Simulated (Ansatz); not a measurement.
# Al₂H₄Se: how energies converge with the basis set

How large a basis does Al₂H₄Se need? Two functionals are run in growing sets.

The runs use Ansatz 0.2.0, Gaussian basis; one geometry, several basis sets.

Levels to be run: PBE0-D4/def2-SVP; ωB97M-V/def2-SVP; PBE0-D4/def2-QZVPP; ωB97M-V/def2-QZVPP; the functionals' def2-TZVPP values are taken from earlier runs.

1 further run of the same task is left out (it didn't finish).

## 1. The relaxed structure

All runs share one geometry, relaxed beforehand with PBE0-D4 in a triple-zeta def2 set.

7 atoms, charge 0, spin multiplicity 1.

Atoms are counted from 1 here; the program's logs count them from 0.

Bond lengths: Al1–Al2 2.584 Å, Al1–H4 1.593 Å, Al1–H5 1.593 Å, Al2–Se3 2.331 Å, Al2–H6 1.591 Å, Se3–H7 1.469 Å. Angles: Al2–Al1–H4 121.5°, Al2–Al1–H5 121.4°, H4–Al1–H5 117.1°, Al1–Al2–Se3 117.0°, Al1–Al2–H6 127.9°, Se3–Al2–H6 115.1°, Al2–Se3–H7 93.6°.

## 2. PBE0-D4 in def2-SVP

File in.yaml:

```yaml
crystal:
  periodic: [false, false, false]
  atoms:
    - {symbol: Al, position_ang: [-1.578054, 0.539633, -0.900264]}
    - {symbol: Al, position_ang: [0.683428, 0.231585, 0.310276]}
    - {symbol: Se, position_ang: [1.280704, -1.943041, 0.899269]}
    - {symbol: H, position_ang: [-1.688000, 0.476069, -2.487903]}
    - {symbol: H, position_ang: [-2.924342, 0.803040, -0.090881]}
    - {symbol: H, position_ang: [1.736975, 1.353112, 0.713599]}
    - {symbol: H, position_ang: [2.550590, -1.528300, 1.510404]}
basis:
  gaussian: {orbitals: def2-SVP}
hamiltonian: {xc: pbe0, dispersion: d4}
output: {orbitals: {seedname: orbitals}}
```

Further steps of the session: ωB97M-V in def2-SVP; PBE0-D4 in def2-QZVPP; ωB97M-V in def2-QZVPP.

**Question.** What will the summary of the whole plan be? Wanted: PBE0-D4: double and triple zeta above quadruple; ωB97M-V: double and triple zeta above quadruple.

The runs gave:

```
                                       quantity           value
PBE0-D4: double and triple zeta above quadruple  14.45, 1.77 eV
ωB97M-V: double and triple zeta above quadruple  14.38, 1.73 eV
```

**Reading.** PBE0-D4 gains 12.67 eV from double to triple zeta, then 1.77 eV more. Total energies overstate the basis error of differences, where much of it tends to cancel.
